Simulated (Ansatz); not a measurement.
# C2H8OSSi: a ladder of functionals and wavefunction methods

An exercise on one series of results from a longer session: the logs are not shown, and one member is left open.

Program: Ansatz 0.2.0, Gaussian basis. Level of theory: functionals in def2-TZVPP, the program's frozen cores in correlated methods. These are calculated values, not measurements.

Plan: PBE-D4, r2SCAN-D4, PBE0-D4, B3LYP-D4, ωB97X-V, ωB97M-V, B2PLYP; CCSD(T)/def2-TZVPP; MP2/def2-QZVPP; extrapolation to the limit.

## Structure used throughout

The geometry comes from an earlier relaxation with PBE0-D4 in a triple-zeta def2 set; it is a stationary point, not always the lowest conformer.

SMILES `C[SiH](S)CO`, 13 atoms, charge 0, spin multiplicity 1.

Atoms are counted from 1 here; the program's logs count them from 0.

Bond lengths: C1–Si2 1.864 Å, C1–H6 1.092 Å, C1–H7 1.093 Å, C1–H8 1.094 Å, Si2–S3 2.155 Å, Si2–C4 1.888 Å, Si2–H9 1.486 Å, S3–H10 1.345 Å, C4–O5 1.415 Å, C4–H11 1.102 Å, C4–H12 1.095 Å, O5–H13 0.965 Å. Angles: Si2–C1–H6 110.7°, Si2–C1–H7 111.0°, Si2–C1–H8 110.4°, H6–C1–H7 108.2°, H6–C1–H8 108.3°, H7–C1–H8 108.0°, C1–Si2–S3 112.5°, C1–Si2–C4 112.2°, C1–Si2–H9 111.8°, S3–Si2–C4 106.4°, S3–Si2–H9 102.7°, C4–Si2–H9 110.6°, Si2–S3–H10 94.7°, Si2–C4–O5 112.2°, Si2–C4–H11 109.8°, Si2–C4–H12 109.6°, O5–C4–H11 111.6°, O5–C4–H12 107.2° and more.

Geometry (Å):

```mol
C2H8OSSi
  3D, bonds by distance, orders not assigned

 13 12  0  0  0  0  0  0  0  0999 V2000
   -1.5090    0.2701    1.0879 C   0  0
   -0.2523    0.5232   -0.2658 Si  0  0
    1.3819    1.7847    0.3520 S   0  0
    0.5154   -1.1026   -0.8415 C   0  0
    1.6161   -0.8973   -1.7066 O   0  0
   -1.9274    1.2253    1.4106 H   0  0
   -1.0579   -0.2163    1.9562 H   0  0
   -2.3288   -0.3614    0.7340 H   0  0
   -0.8229    1.2696   -1.4166 H   0  0
    1.7036    1.0322    1.4192 H   0  0
    0.7956   -1.7125    0.0326 H   0  0
   -0.2287   -1.6844   -1.3958 H   0  0
    2.1349   -0.1654   -1.3513 H   0  0
  1  2  8  0
  2  3  8  0
  2  4  8  0
  4  5  8  0
  1  6  8  0
  1  7  8  0
  1  8  8  0
  2  9  8  0
  3 10  8  0
  4 11  8  0
  4 12  8  0
  5 13  8  0
M  END
```

Set-up of the first run:

in.yaml

```yaml
crystal:
  periodic: [false, false, false]
  atoms:
    - {symbol: C, position_ang: [-1.508969, 0.270069, 1.087854]}
    - {symbol: Si, position_ang: [-0.252316, 0.523171, -0.265799]}
    - {symbol: S, position_ang: [1.381870, 1.784697, 0.351978]}
    - {symbol: C, position_ang: [0.515393, -1.102556, -0.841482]}
    - {symbol: O, position_ang: [1.616120, -0.897342, -1.706629]}
    - {symbol: H, position_ang: [-1.927364, 1.225273, 1.410603]}
    - {symbol: H, position_ang: [-1.057913, -0.216298, 1.956181]}
    - {symbol: H, position_ang: [-2.328830, -0.361445, 0.733976]}
    - {symbol: H, position_ang: [-0.822928, 1.269585, -1.416621]}
    - {symbol: H, position_ang: [1.703647, 1.032205, 1.419160]}
    - {symbol: H, position_ang: [0.795593, -1.712472, 0.032582]}
    - {symbol: H, position_ang: [-0.228713, -1.684380, -1.395849]}
    - {symbol: H, position_ang: [2.134910, -0.165406, -1.351254]}
basis:
  gaussian: {orbitals: def2-TZVPP}
hamiltonian: {xc: pbe, dispersion: d4}
output: {forces: true, orbitals: {seedname: orbitals}}
```

The run is started by

```bash
$ ansatz run in.yaml --threads 4 --pin off --events-out ev --progress --plain --max-ram 10444MiB
```

Among the steps run: PBE-D4 (GGA); r2SCAN-D4 (meta-GGA); PBE0-D4 (hybrid); B3LYP-D4 (hybrid); ωB97X-V (range-separated); ωB97M-V (range-separated); B2PLYP (double hybrid); CCSD(T) in def2-TZVPP; MP2 in def2-QZVPP.

One of the session's tables, all rows but one given; the rest of the session is left out.

```
            method  atomisation energy (kJ/mol)
            PBE-D4                       4705.6
         r2SCAN-D4                       4652.7
           PBE0-D4                       4640.2
          B3LYP-D4                            ?
           ωB97X-V                       4659.8
           ωB97M-V                       4661.9
            B2PLYP                       4577.1
     HF/def2-TZVPP                       3385.4
    MP2/def2-TZVPP                       4571.2
   CCSD/def2-TZVPP                       4460.2
CCSD(T)/def2-TZVPP                       4523.6
           MP2/CBS                       4694.7
       CCSD(T)/CBS                       4647.1
```

Q: Estimate the row for B3LYP-D4 from the others.

The run gave: atomisation energy (kJ/mol): 4631.5. In the column «atomisation energy (kJ/mol)» it lies between B2PLYP (4577.1) and PBE0-D4 (4640.2).

To keep in mind: Free atoms (2 C, 1 Si, 1 S, 1 O, 8 H) were run apart at each level; the atomisation energy is their sum less the molecule, without zero-point or spin-orbit terms.
